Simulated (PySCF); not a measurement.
# C₅H₅FO₂: NMR shifts

Wanted: the NMR shifts of C₅H₅FO₂ (`O=C(O)C(F)=C1CC1`), by calculation.

The runs use PySCF 2.14.0, with density-fitted response routines of our own; the level of theory stands in each step. All values are computed, except where a source is named. Atoms count from 0, in the outputs and in this text.

## Step 1: The molecule as given

13 atoms, charge 0, multiplicity 1; geometry from: GFN2-xTB.

Bonds of the start (Å): O0–C1 1.21, C1–O2 1.33, C1–C3 1.48, C3–F4 1.36, C3–C5 1.32, C5–C6 1.46, C6–C7 1.51, C7–C5 1.46, O2–H8 0.97, C6–H9 1.08, C6–H10 1.08, C7–H11 1.08, C7–H12 1.08.

## Step 2: Shielding tensors: PBE0/pcSseg-1

The job: settings as JSON, then the geometry in Å.

```
{"job": {"kind": "nmr", "xc": "PBE0", "basis": "pcSseg-1"}, "charge": 0, "multiplicity": 1}
O      1.763425     0.110810     1.516714
C      1.841086    -0.161934     0.345250
O      2.990068    -0.440015    -0.271681
C      0.672627    -0.224475    -0.559985
F      0.944189    -0.545515    -1.849097
C     -0.562985     0.011017    -0.167982
C     -1.461703     0.364704     0.927115
C     -1.991121     0.114430    -0.467181
H      3.729213    -0.389260     0.353658
H     -1.636793    -0.372856     1.696308
H     -1.427461     1.376646     1.303003
H     -2.328039     0.954155    -1.058087
H     -2.536893    -0.797222    -0.664354
```

Level: GIAO PBE0/pcSseg-1 NMR shielding, non-relativistic, gas phase.

Predict these results of the whole session: ¹³C shifts against TMS (PBE0/pcSseg-1); ¹H shifts against TMS (PBE0/pcSseg-1, means over atoms taken as alike); ¹⁷O shifts against H2O (PBE0/pcSseg-1); ¹⁹F shifts against CFCl3 (PBE0/pcSseg-1).

**Answer**, as computed:

| quantity | value |
| --- | --- |
| ¹³C shifts against TMS (PBE0/pcSseg-1) | 166.3, 150.1, 127.0, 8.9, 7.0 ppm |
| ¹H shifts against TMS (PBE0/pcSseg-1, means over atoms taken as alike) | 6.37, 1.70, 1.48 ppm |
| ¹⁷O shifts against H2O (PBE0/pcSseg-1) | 419.6, 202.8 ppm |
| ¹⁹F shifts against CFCl3 (PBE0/pcSseg-1) | -130.8 ppm |

**Reading.** At PBE0/pcSseg-1: The largest span, 583 ppm, is at O0, where the paramagnetic term is -489 ppm.
